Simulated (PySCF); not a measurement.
# C2H4BF3: the cost of one run

The runs use PySCF 2.14.0, with density-fitted response routines of our own; the level of theory stands in each step. All values are computed, except where a source is named. Atoms are numbered from 0 throughout.

### Step 1. The molecule as given

10 atoms, charge 0, multiplicity 1; geometry from: GFN2-xTB. The atoms were then displaced at random by about 0.01 Å, so the start is not that level's minimum.

Bonds of the start (Å): B0–C1 1.55, C1–C2 1.50, C2–F3 1.33, C2–F4 1.36, C2–F5 1.34, B0–H6 1.19, B0–H7 1.14, C1–H8 1.09, C1–H9 1.11.

### Step 2. Geometry optimisation at PBE0-D3(BJ)/def2-SVP

What the job is given:

```
{"job": {"xc": "PBE0", "basis": "def2-SVP", "d3": "d3bj", "grid": 1, "shake": 0.01, "kind": "geom"}, "charge": 0, "multiplicity": 1}
B     -1.466550     0.196570     0.026470
C      0.034870     0.572410     0.174120
C      0.976710    -0.549230    -0.152850
F      0.893260    -1.001680    -1.402730
F      2.284210    -0.180480    -0.034940
F      0.837810    -1.600690     0.664440
H     -2.255470     1.061320     0.234180
H     -1.809070    -0.842830    -0.295560
H      0.305320     1.427740    -0.444160
H      0.249350     0.895950     1.209980
```

Started as:

```bash
> OMP_NUM_THREADS=1 python probes_run.py task.json out
```

This one command runs all jobs of the session in turn.

**Question.** How long does this first job take on 1 thread of Arm Neoverse V1, shared host, and how much memory does it need?

About 43 s, with a peak of 0.43 GiB.
